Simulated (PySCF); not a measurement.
# C2H6Te (TeMe2): the cost of one run

Computed with PySCF 2.14.0 and routines of our own; the level stands in each step. Atoms count from 0.

## Step 1: The system as given

9 atoms, charge 0, multiplicity 1; geometry from: GFN2-xTB.

## Step 2: NMR shieldings: PBE/pcSseg-1 Te:us-x2c-TZVPall-2c, spin–orbit

The job: settings as JSON, then the geometry in Å.

```
{"job": {"xc": "PBE", "basis": {"default": "pcSseg-1", "Te": "us-x2c-TZVPall-2c"}, "rel": "so", "kind": "hnmr"}, "charge": 0, "multiplicity": 1}
Te     0.005550     0.008920    -1.491420
C      1.559970    -0.016730     0.010540
H      1.485120    -0.911570     0.615620
H      1.479070     0.856440     0.644940
H      2.516550    -0.005850    -0.492760
C     -1.561000     0.018000    -0.004310
H     -1.501390     0.913020     0.602350
H     -1.468990    -0.855330     0.628630
H     -2.514880    -0.006890    -0.513590
```

With the program's defaults for keys left out, this is: PBE/pcSseg-1 Te:us-x2c-TZVPall-2c GIAO NMR shielding, X2C with spin-orbit coupling, screened-nuclear two-electron part, Gaussian nuclei, gas phase.

On the command line:

```console
OMP_NUM_THREADS=1 python heavy_run.py task.json out
```

One launch serves the whole session: the jobs run in the order shown.

**Question.** How long does this first job take on 1 thread of Arm Neoverse V1, shared host, and how much memory does it need?

About 35 s, with a peak of 0.78 GiB.
